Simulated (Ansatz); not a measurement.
**ClF₂H₄NSi₂: a ladder of functionals and wavefunction methods**

How much do the methods differ for ClF₂H₄NSi₂? The plan is to run it at one geometry with functionals of several rungs and with coupled cluster, and see how far each lands from CCSD(T) at the basis-set limit for the atomisation energy.

Method: functionals in def2-TZVPP, the program's frozen cores in correlated methods; program: Ansatz 0.2.0, Gaussian basis.

The runs, in order: PBE-D4, r2SCAN-D4, PBE0-D4, B3LYP-D4, ωB97X-V, ωB97M-V, B2PLYP; CCSD(T)/def2-TZVPP; MP2/def2-QZVPP; extrapolation to the limit.

### 1 The geometry

The geometry comes from an earlier relaxation with PBE0-D4 in a triple-zeta def2 set; it is a stationary point, not always the lowest conformer.

SMILES `F[SiH](F)N[SiH2]Cl`, 10 atoms, charge 0, spin multiplicity 1.

Atoms are counted from 1 here; the program's logs count them from 0.

Bond lengths: F1–Si2 1.584 Å, Si2–F3 1.583 Å, Si2–N4 1.700 Å, Si2–H7 1.470 Å, N4–Si5 1.722 Å, N4–H8 1.012 Å, Si5–Cl6 2.055 Å, Si5–H9 1.475 Å, Si5–H10 1.478 Å. Angles: F1–Si2–F3 108.4°, F1–Si2–N4 111.0°, F1–Si2–H7 106.6°, F3–Si2–N4 106.9°, F3–Si2–H7 109.3°, N4–Si2–H7 114.5°, Si2–N4–Si5 129.4°, Si2–N4–H8 115.4°, Si5–N4–H8 114.6°, N4–Si5–Cl6 112.6°, N4–Si5–H9 109.1°, N4–Si5–H10 108.1°, Cl6–Si5–H9 107.4°, Cl6–Si5–H10 106.7°, H9–Si5–H10 113.1°.

Geometry (Å):

```
F    -0.6065   -2.5885    0.2901
Si    0.4997   -1.4593    0.1821
F     0.8828   -0.9930    1.6456
N    -0.1017   -0.0917   -0.6296
Si   -0.3172    1.5159   -0.0500
Cl   -2.1169    1.7737    0.9089
H     1.6717   -2.0780   -0.4533
H    -0.5126   -0.2712   -1.5368
H     0.7485    1.8260    0.9209
H    -0.3226    2.4268   -1.2145
```

### 2 PBE-D4 (GGA)

in.yaml

```yaml
crystal:
  periodic: [false, false, false]
  atoms:
    - {symbol: F, position_ang: [-0.606488, -2.588485, 0.290118]}
    - {symbol: Si, position_ang: [0.499690, -1.459344, 0.182129]}
    - {symbol: F, position_ang: [0.882777, -0.992988, 1.645614]}
    - {symbol: N, position_ang: [-0.101675, -0.091695, -0.629586]}
    - {symbol: Si, position_ang: [-0.317153, 1.515950, -0.050003]}
    - {symbol: Cl, position_ang: [-2.116890, 1.773677, 0.908875]}
    - {symbol: H, position_ang: [1.671709, -2.078038, -0.453307]}
    - {symbol: H, position_ang: [-0.512636, -0.271232, -1.536833]}
    - {symbol: H, position_ang: [0.748530, 1.826016, 0.920862]}
    - {symbol: H, position_ang: [-0.322564, 2.426840, -1.214469]}
basis:
  gaussian: {orbitals: def2-TZVPP}
hamiltonian: {xc: pbe, dispersion: d4}
output: {forces: true, orbitals: {seedname: orbitals}}
```

On the command line:

```
$ ansatz run in.yaml --threads 4 --pin off --events-out ev --progress --plain --max-ram 10444MiB
```

The log of the run, cut to the lines that bear on the results:

```text
Functional definition: PBE
  name "PBE"
  cite "Perdew, Burke & Ernzerhof, Phys. Rev. Lett. 77, 3865 (1996) doi:10.1103/PhysRevLett.77.3865"
  parent pbe
[...]
1573 factors; their error is unknown
[...]
mean field -35257.26054387 eV, -1295.6804267577 hartree, gradient 4.4e-5 eV, S^2 0.000000; 0 other end points of the search recorded, 0 dependent functions left out
[...]
reference -35257.26058908 eV, -1295.6804284191 hartree; 37, 37 occupied and 238, 238 virtual orbitals, 1573 factors
Total energy: -35257.54045002 eV, -1295.6907131191 hartree
Atom 0 at    -0.606488    -2.588485     0.290118 Å, force    -0.469158    -0.496543     0.026743 eV/Å
Atom 1 at     0.499690    -1.459344     0.182129 Å, force     0.278426     0.003866    -0.335650 eV/Å
Atom 2 at     0.882777    -0.992988     1.645614 Å, force     0.187510     0.203280     0.621943 eV/Å
Atom 3 at    -0.101675    -0.091695    -0.629586 Å, force     0.057069     0.056872    -0.050347 eV/Å
Atom 4 at    -0.317153     1.515950    -0.050003 Å, force     0.045677     0.176145     0.019163 eV/Å
Atom 5 at    -2.116890     1.773677     0.908875 Å, force    -0.258861     0.048679     0.142429 eV/Å
Atom 6 at     1.671709    -2.078038    -0.453307 Å, force     0.150748    -0.072198    -0.085753 eV/Å
Atom 7 at    -0.512636    -0.271232    -1.536833 Å, force    -0.133730    -0.054256    -0.306651 eV/Å
Atom 8 at     0.748530     1.826016     0.920862 Å, force     0.133653     0.030978     0.105179 eV/Å
Atom 9 at    -0.322564     2.426840    -1.214469 Å, force     0.008665     0.103178    -0.137056 eV/Å
Dipole moment:     0.220366     0.045484    -0.495738 e Å
```

It took 3.3 s on 4 threads of Arm Neoverse V1, shared host; peak memory 0.42 GiB.

Atomisation energy: 38.576 eV (free atoms -35218.964 eV, run apart). HOMO -7.32 eV, LUMO -0.64 eV.

### 3 r2SCAN-D4 (meta-GGA)

in.yaml, as its differences from that of step 2:

```diff
@@ -15,3 +15,3 @@
   gaussian: {orbitals: def2-TZVPP}
-hamiltonian: {xc: pbe, dispersion: d4}
+hamiltonian: {xc: r2scan, dispersion: d4}
 output: {forces: true, orbitals: {seedname: orbitals}}
```

Same command.

The log of the run, cut to the lines that bear on the results:

```text
Functional definition: r2SCAN
  name "r2SCAN"
  cite "Furness, Kaplan, Ning, Perdew & Sun, J. Phys. Chem. Lett. 11, 8208 (2020) doi:10.1021/acs.jpclett.0c02405"
  cite "Furness, Kaplan, Ning, Perdew & Sun, J. Phys. Chem. Lett. 11, 9248 (2020) doi:10.1021/acs.jpclett.0c03077"
  parent r2scan
[...]
1573 factors; their error is unknown
[...]
mean field -35272.60291905 eV, -1296.2442486462 hartree, gradient 1.9e-5 eV, S^2 0.000000; 0 other end points of the search recorded, 0 dependent functions left out
[...]
reference -35272.60293160 eV, -1296.2442491071 hartree; 37, 37 occupied and 238, 238 virtual orbitals, 1573 factors
Total energy: -35272.67160461 eV, -1296.2467727939 hartree
Atom 0 at    -0.606488    -2.588485     0.290118 Å, force    -0.036636    -0.038674     0.003850 eV/Å
Atom 1 at     0.499690    -1.459344     0.182129 Å, force     0.067609    -0.026178    -0.054984 eV/Å
Atom 2 at     0.882777    -0.992988     1.645614 Å, force     0.006666     0.026093     0.048966 eV/Å
Atom 3 at    -0.101675    -0.091695    -0.629586 Å, force     0.017157     0.002038     0.006859 eV/Å
Atom 4 at    -0.317153     1.515950    -0.050003 Å, force     0.053261     0.029330    -0.026612 eV/Å
Atom 5 at    -2.116890     1.773677     0.908875 Å, force    -0.060967     0.013475     0.037842 eV/Å
Atom 6 at     1.671709    -2.078038    -0.453307 Å, force    -0.029113     0.017836     0.016085 eV/Å
Atom 7 at    -0.512636    -0.271232    -1.536833 Å, force    -0.015323    -0.004321    -0.034014 eV/Å
Atom 8 at     0.748530     1.826016     0.920862 Å, force    -0.011957    -0.007243    -0.024755 eV/Å
Atom 9 at    -0.322564     2.426840    -1.214469 Å, force     0.009302    -0.012356     0.026761 eV/Å
Dipole moment:     0.230674     0.047088    -0.510150 e Å
```

Wall time 6.5 s (4 threads of Arm Neoverse V1, shared host); peak memory 0.45 GiB.

Atomisation energy: 38.404 eV (free atoms -35234.268 eV, run apart). HOMO -7.66 eV, LUMO -0.18 eV.

### 4 PBE0-D4 (hybrid)

in.yaml, as its differences from that of step 3:

```diff
@@ -15,3 +15,3 @@
   gaussian: {orbitals: def2-TZVPP}
-hamiltonian: {xc: r2scan, dispersion: d4}
-output: {forces: true, orbitals: {seedname: orbitals}}
+hamiltonian: {xc: pbe0, dispersion: d4}
+output: {orbitals: {seedname: orbitals}}
```

Launched as before.

The log of the run:

```text
Functional definition: PBE0
  name "PBE0"
  cite "Adamo & Barone, J. Chem. Phys. 110, 6158 (1999) doi:10.1063/1.478522"
  cite "Perdew, Burke & Ernzerhof, Phys. Rev. Lett. 77, 3865 (1996) doi:10.1103/PhysRevLett.77.3865"
  parent pbe
  parameter a = 0.25
  parameter kappa = 0.804
  parameter beta = 0.06672455060314922
  exchange = (1 - a)*pbe_x(kappa = kappa, mu = beta*pi^2/3) + a*exact_x
  correlation = pbe_c(beta = beta)
1610 factors; their error is unknown
mean field evaluation 1: about -35252.3431 eV, gradient 6.9e1 eV
mean field evaluation 2: about -35243.2821 eV, gradient 9.4e1 eV
mean field evaluation 4: about -35259.9230 eV, gradient 4.3e0 eV
mean field evaluation 8: about -35259.9549 eV, gradient 4.4e-2 eV
mean field evaluation 16: about -35260.0430 eV, gradient 5.0e-5 eV
mean field -35260.04303519 eV, -1295.7826814277 hartree, gradient 5.0e-5 eV, S^2 0.000000; 0 other end points of the search recorded, 0 dependent functions left out
reference -35260.04306882 eV, -1295.7826826636 hartree; 37, 37 occupied and 238, 238 virtual orbitals, 1610 factors
Total energy: -35260.28210085 eV, -1295.7914669285 hartree
```

Run time: 4.5 s. Hardware: 4 threads of Arm Neoverse V1, shared host; peak memory 0.88 GiB.

With the free atoms at this level, -35222.328 eV in sum, the atomisation energy is 37.954 eV. HOMO -8.74 eV, LUMO 0.22 eV.

### 5 B3LYP-D4 (hybrid)

B3LYP here takes the VWN-RPA correlation.

in.yaml, as its differences from that of step 4:

```diff
@@ -15,3 +15,3 @@
   gaussian: {orbitals: def2-TZVPP}
-hamiltonian: {xc: pbe0, dispersion: d4}
-output: {orbitals: {seedname: orbitals}}
+hamiltonian: {xc: {name: B3LYP}, dispersion: d4}
+output: {forces: true, orbitals: {seedname: orbitals}}
```

Launched as before.

The log of the run, cut to the lines that bear on the results:

```text
Functional definition: B3LYP
  name "B3LYP"
  cite "Stephens, Devlin, Chabalowski & Frisch, J. Phys. Chem. 98, 11623 (1994) doi:10.1021/j100096a001"
  cite "Becke, Phys. Rev. A 38, 3098 (1988) doi:10.1103/PhysRevA.38.3098"
  cite "Lee, Yang & Parr, Phys. Rev. B 37, 785 (1988) doi:10.1103/PhysRevB.37.785"
  cite "Vosko, Wilk & Nusair, Can. J. Phys. 58, 1200 (1980) doi:10.1139/p80-159"
[...]
1598 factors; their error is unknown
[...]
mean field -35279.34603522 eV, -1296.4920535947 hartree, gradient 1.9e-5 eV, S^2 0.000000; 0 other end points of the search recorded, 0 dependent functions left out
[...]
reference -35279.34632704 eV, -1296.4920643188 hartree; 37, 37 occupied and 238, 238 virtual orbitals, 1598 factors
Total energy: -35279.79982877 eV, -1296.5087301999 hartree
Atom 0 at    -0.606488    -2.588485     0.290118 Å, force    -0.149747    -0.158682     0.016309 eV/Å
Atom 1 at     0.499690    -1.459344     0.182129 Å, force     0.210947    -0.081086    -0.210973 eV/Å
Atom 2 at     0.882777    -0.992988     1.645614 Å, force     0.056124     0.057514     0.204082 eV/Å
Atom 3 at    -0.101675    -0.091695    -0.629586 Å, force    -0.023618    -0.011092    -0.066242 eV/Å
Atom 4 at    -0.317153     1.515950    -0.050003 Å, force     0.224342     0.206023    -0.090745 eV/Å
Atom 5 at    -2.116890     1.773677     0.908875 Å, force    -0.195531     0.022595     0.108048 eV/Å
Atom 6 at     1.671709    -2.078038    -0.453307 Å, force    -0.070804     0.038912     0.041990 eV/Å
Atom 7 at    -0.512636    -0.271232    -1.536833 Å, force     0.006506     0.000953    -0.003532 eV/Å
Atom 8 at     0.748530     1.826016     0.920862 Å, force    -0.069082    -0.016964    -0.079110 eV/Å
Atom 9 at    -0.322564     2.426840    -1.214469 Å, force     0.010862    -0.058173     0.080173 eV/Å
Dipole moment:     0.244172     0.056193    -0.519712 e Å
```

It took 7 s on 4 threads of Arm Neoverse V1, shared host; peak memory 0.94 GiB.

With the free atoms at this level, -35241.577 eV in sum, the atomisation energy is 38.223 eV. HOMO -8.47 eV, LUMO -0.03 eV.

### 6 ωB97X-V (range-separated)

in.yaml, as its differences from that of step 5:

```diff
@@ -15,3 +15,3 @@
   gaussian: {orbitals: def2-TZVPP}
-hamiltonian: {xc: {name: B3LYP}, dispersion: d4}
-output: {forces: true, orbitals: {seedname: orbitals}}
+hamiltonian: {xc: {name: wB97X-V}}
+output: {orbitals: {seedname: orbitals}}
```

Same command.

The log of the run, cut to the lines that bear on the results:

```text
Functional definition: wB97X-V
  name "wB97X-V"
  cite "Mardirossian & Head-Gordon, Phys. Chem. Chem. Phys. 16, 9904 (2014) doi:10.1039/C3CP54374A"
  cite "Becke, J. Chem. Phys. 107, 8554 (1997) doi:10.1063/1.475007"
  cite "Vydrov & Van Voorhis, J. Chem. Phys. 133, 244103 (2010) doi:10.1063/1.3521275"
[...]
      + integral(e_c_pw_opposite_spin*poly(b97_u_opposite, cos0, cos1)) + vv10(b, c)
1595 factors; their error is unknown
312 factors; integrals over basis functions are off by at most 2.3e-5 eV
[...]
mean field -35271.19706812 eV, -1296.1925845774 hartree, gradient 5.2e-5 eV, S^2 0.000000; 0 other end points of the search recorded, 0 dependent functions left out
reference -35271.19706600 eV, -1296.1925844994 hartree; 37, 37 occupied and 238, 238 virtual orbitals, 1595 factors
Total energy: -35271.19706600 eV, -1296.1925844994 hartree
```

Wall time 11 s (4 threads of Arm Neoverse V1, shared host); peak memory 1.1 GiB.

With the free atoms at this level, -35232.509 eV in sum, the atomisation energy is 38.688 eV. HOMO -11.17 eV, LUMO 2.20 eV.

### 7 ωB97M-V (range-separated)

in.yaml, as its differences from that of step 6:

```diff
@@ -15,3 +15,3 @@
   gaussian: {orbitals: def2-TZVPP}
-hamiltonian: {xc: {name: wB97X-V}}
-output: {orbitals: {seedname: orbitals}}
+hamiltonian: {xc: {name: wB97M-V}}
+output: {forces: true, orbitals: {seedname: orbitals}}
```

Same command.

The log of the run, cut to the lines that bear on the results:

```text
Functional definition: wB97M-V
  name "wB97M-V"
  cite "Mardirossian & Head-Gordon, J. Chem. Phys. 144, 214110 (2016) doi:10.1063/1.4952647"
  cite "Becke, J. Chem. Phys. 107, 8554 (1997) doi:10.1063/1.475007"
  cite "Vydrov & Van Voorhis, J. Chem. Phys. 133, 244103 (2010) doi:10.1063/1.3521275"
  # Of w^i u^j: cxij and so on, Table III.
[...]
  gx(w, u) = 1 - cx + cx01*u + cx10*w
  gss(w, u) = css00 + css04*u^4 + css10*w + css20*w^2 + css43*w^4*u^3
  gos(w, u) = cos00 + cos10*w + (cos20 + cos21*u)*w^2 + (cos60 + cos61*u)*w^6
[...]
      + integral(e_c_pw_mod_opposite_spin*gos(b97_w_opposite, b97_u_opposite)) + vv10(b, c)
1595 factors; their error is unknown
312 factors; integrals over basis functions are off by at most 2.3e-5 eV
[...]
Atom 0 at    -0.606488    -2.588485     0.290118 Å, force    -0.101922    -0.098881     0.007777 eV/Å
Atom 1 at     0.499690    -1.459344     0.182129 Å, force     0.232739    -0.061905    -0.222360 eV/Å
Atom 2 at     0.882777    -0.992988     1.645614 Å, force     0.033826     0.064378     0.149542 eV/Å
Atom 3 at    -0.101675    -0.091695    -0.629586 Å, force    -0.032306     0.001180    -0.040573 eV/Å
Atom 4 at    -0.317153     1.515950    -0.050003 Å, force     0.174756     0.162763    -0.031644 eV/Å
Atom 5 at    -2.116890     1.773677     0.908875 Å, force    -0.040140    -0.000721     0.021787 eV/Å
Atom 6 at     1.671709    -2.078038    -0.453307 Å, force    -0.150272     0.078862     0.081492 eV/Å
Atom 7 at    -0.512636    -0.271232    -1.536833 Å, force     0.007973     0.004044     0.008808 eV/Å
Atom 8 at     0.748530     1.826016     0.920862 Å, force    -0.125482    -0.040564    -0.116619 eV/Å
Atom 9 at    -0.322564     2.426840    -1.214469 Å, force     0.000828    -0.109155     0.141791 eV/Å
Dipole moment:     0.236580     0.053413    -0.515138 e Å
```

It took 16 s on 4 threads of Arm Neoverse V1, shared host; peak memory 1.2 GiB.

Atomisation energy: 38.617 eV (free atoms -35235.746 eV, run apart). HOMO -11.05 eV, LUMO 1.81 eV.

### 8 B2PLYP (double hybrid)

in.yaml, as its differences from that of step 7:

```diff
@@ -15,3 +15,2 @@
   gaussian: {orbitals: def2-TZVPP}
-hamiltonian: {xc: {name: wB97M-V}}
-output: {forces: true, orbitals: {seedname: orbitals}}
+hamiltonian: {xc: {name: B2PLYP}}
```

Same command.

The log of the run, cut to the lines that bear on the results:

```text
Functional definition: B2PLYP
  name "B2PLYP"
  cite "Grimme, J. Chem. Phys. 124, 034108 (2006) doi:10.1063/1.2148954"
  cite "Becke, Phys. Rev. A 38, 3098 (1988) doi:10.1103/PhysRevA.38.3098"
  cite "Lee, Yang & Parr, Phys. Rev. B 37, 785 (1988) doi:10.1103/PhysRevB.37.785"
[...]
1650 factors; integrals over basis functions are off by at most 1.1e-3 eV
[...]
mean field -35253.95454788 eV, -1295.5589336460 hartree, gradient 9.8e-6 eV, S^2 0.000000; 0 other end points of the search recorded, 0 dependent functions left out
18 core orbitals not correlated: weight in the atoms' cores, before any rotation towards them, 1.000 or more for the frozen orbitals, at most 0.000 for the correlated occupied ones
reference -35253.95473219 eV, -1295.5589404192 hartree; 19, 19 occupied and 238, 238 virtual orbitals, 1650 factors
second order -36.84011882 eV of doubles, -0.00000000 eV of singles
Total energy: -35263.90156427 eV, -1295.9244797559 hartree
```

Run time: 7.5 s. Hardware: 4 threads of Arm Neoverse V1, shared host; peak memory 0.79 GiB.

Atomisation energy: 37.959 eV (free atoms -35225.943 eV, run apart).

### 9 Frontier levels by functional

Dipoles come from the runs that computed forces. Levels, from each run's orbital file:

```
functional  HOMO (eV)  LUMO (eV)  gap (eV)  dipole (D)
    PBE-D4      -7.32      -0.64      6.68        2.61
 r2SCAN-D4      -7.66      -0.18      7.48        2.70
   PBE0-D4      -8.74       0.22      8.96            
  B3LYP-D4      -8.47      -0.03      8.44        2.77
   ωB97X-V     -11.17       2.20     13.36            
   ωB97M-V     -11.05       1.81     12.86        2.73
```

### 10 CCSD(T) in def2-TZVPP

in.yaml, as its differences from that of step 8:

```diff
@@ -15,2 +15,2 @@
   gaussian: {orbitals: def2-TZVPP}
-hamiltonian: {xc: {name: B2PLYP}}
+correlation: {method: ccsd_t}
```

Same command.

The log of the run, cut to the lines that bear on the results:

```text
Functional definition: HF
  name "HF"
  cite "Fock, Z. Phys. 61, 126 (1930) doi:10.1007/BF01340294"
  parent pbe
[...]
1650 factors; integrals over basis functions are off by at most 1.1e-3 eV
[...]
mean field -35196.46173694 eV, -1293.4461118140 hartree, gradient 3.3e-6 eV, S^2 0.000000; 0 other end points of the search recorded, 0 dependent functions left out
18 core orbitals not correlated: weight in the atoms' cores, before any rotation towards them, 1.000 or more for the frozen orbitals, at most 0.000 for the correlated occupied ones
reference -35196.46173694 eV, -1293.4461118140 hartree; 19, 19 occupied and 238, 238 virtual orbitals, 1650 factors
second order -30.74506536 eV of doubles, -0.00000000 eV of singles
cycle   1  -31.12519900 eV  change   -3.8e-1 eV  update   1.1e-1
[...]
cycle   9  -31.89823208 eV  change   -1.2e-5 eV  update   1.5e-5
perturbative correction -1.08570650 eV, -0.0398989778 hartree
Total energy: -35229.44567552 eV, -1294.6582491993 hartree
```

It took 5.7 min on 4 threads of Arm Neoverse V1, shared host; peak memory 7.3 GiB.

### 11 MP2 in def2-QZVPP

in.yaml, as its differences from that of step 10:

```diff
@@ -14,3 +14,3 @@
 basis:
-  gaussian: {orbitals: def2-TZVPP}
-correlation: {method: ccsd_t}
+  gaussian: {orbitals: "def2-QZVPP.json"}
+correlation: {method: mp2}
```

Launched as before.

The log of the run:

```text
Functional definition: HF
  name "HF"
  cite "Fock, Z. Phys. 61, 126 (1930) doi:10.1007/BF01340294"
  parent pbe
  exchange = exact_x
  correlation = 0
2998 factors; integrals over basis functions are off by at most 6.7e-4 eV
mean field evaluation 1: about -35192.9945 eV, gradient 4.8e1 eV
mean field evaluation 2: about -35193.1629 eV, gradient 4.9e1 eV
mean field evaluation 4: about -35197.6202 eV, gradient 3.3e0 eV
mean field evaluation 8: about -35197.6704 eV, gradient 2.1e-1 eV
mean field -35197.67053728 eV, -1293.4905344069 hartree, gradient 2.2e-6 eV, S^2 0.000000; 0 other end points of the search recorded, 0 dependent functions left out
18 core orbitals not correlated: weight in the atoms' cores, before any rotation towards them, 1.000 or more for the frozen orbitals, at most 0.000 for the correlated occupied ones
reference -35197.67053728 eV, -1293.4905344069 hartree; 19, 19 occupied and 464, 464 virtual orbitals, 2998 factors
second order -33.55238015 eV of doubles, -0.00000000 eV of singles
Total energy: -35231.22291743 eV, -1294.7235616349 hartree
```

Run time: 28 s. Hardware: 4 threads of Arm Neoverse V1, shared host; peak memory 3.2 GiB.

Energy pieces by basis (eV):

| basis | HF | MP2 correlation | CCSD correlation | (T) | total |
| --- | --- | --- | --- | --- | --- |
| def2-TZVPP | -35196.4617 | -30.7451 | -31.8982 | -1.0857 | -35229.4457 |
| def2-QZVPP | -35197.6705 | -33.5524 |  |  | -35231.2229 (MP2) |

The report of the def2-TZVPP run gives T1 = 0.0109.

### 12 From triple and quadruple zeta to the limit

This step is arithmetic on the last runs, with X = 3 and 4: exp(−7.88√X) for Hartree-Fock, X^−2.97 for correlation; only MP2 was run in the larger set, so CCSD(T) minus MP2 is added from the smaller one.

| level | energy at the limit (eV) |
| --- | --- |
| HF | -35197.8370 |
| MP2 | -35233.4689 |
| CCSD | -35234.6221 |
| CCSD(T) | -35235.7078 |

### 13 The ladder

Free atoms (2 F, 2 Si, 1 N, 1 Cl, 4 H) were run apart at each level; the atomisation energy is their sum less the molecule, without zero-point or spin-orbit terms.

| method | rung | atomisation energy (eV) | from CCSD(T)/CBS (eV) | time |
| --- | --- | --- | --- | --- |
| PBE-D4 | GGA | 38.576 | -0.083 | 3.3 s |
| r2SCAN-D4 | meta-GGA | 38.404 | -0.255 | 6.5 s |
| PBE0-D4 | hybrid | 37.954 | -0.705 | 4.5 s |
| B3LYP-D4 | hybrid | 38.223 | -0.436 | 7 s |
| ωB97X-V | range-separated | 38.688 | +0.029 | 11 s |
| ωB97M-V | range-separated | 38.617 | -0.042 | 16 s |
| B2PLYP | double hybrid | 37.959 | -0.700 | 7.5 s |
| HF/def2-TZVPP | wavefunction | 28.354 | -10.305 |  |
| MP2/def2-TZVPP | wavefunction | 38.392 | -0.267 |  |
| CCSD/def2-TZVPP | wavefunction | 36.814 | -1.845 |  |
| CCSD(T)/def2-TZVPP | wavefunction | 37.359 | -1.300 | 5.7 min |
| MP2/CBS | wavefunction | 39.692 | +1.033 |  |
| CCSD(T)/CBS | wavefunction | 38.659 | 0 | 6.2 min |

Among the levels timed on like hardware and quicker than the yardstick, those that no quicker one beats, quickest first: PBE-D4 (3.3 s, -0.083 eV); ωB97X-V (11 s, +0.029 eV).

B2PLYP carry no dispersion term (for B3LYP, D4 adds 0.454 eV).

Times are those of the molecule's run; HF, MP2 and CCSD come out of the CCSD(T) runs, and the limit's time is the sum of the runs that it needs.

### 14 Results

| quantity | value |
| --- | --- |
| atomisation energy, CCSD(T)/CBS | 38.659 eV |
| functionals within 0.193 eV (0.5 %) | PBE-D4, ωB97X-V, ωB97M-V |
| farthest | PBE0-D4 (-0.705 eV) |
| mean size of error, hybrid | 0.571 eV |
| mean size of error, range-separated | 0.035 eV |
| gap, smallest and largest | 6.68 eV (PBE-D4), 13.36 eV (ωB97X-V) |
| T1 diagnostic | 0.0109 |
| triples share of the correlation energy | 3.3 % |

PBE-D4 misses by -0.083 eV. Double hybrids carry the basis error of their MP2 part in triple zeta, and no dispersion term here, so their miss is partly the set-up's. The reference freezes the cores and leaves out relativity and excitations past (T), so misses under about 0.193 eV can't be ranked. Hartree-Fock recovers 73 % of the binding; the rest is correlation. The gap grows from 6.7 to 13.4 eV across the functionals, mostly with the share of exact exchange.

ωB97X-V reaches 0.029 eV from the reference in 11 s, where CCSD(T)/CBS took 6.2 min; the quickest level in the cost chart, PBE-D4, takes 3.3 s and misses by 0.083 eV.
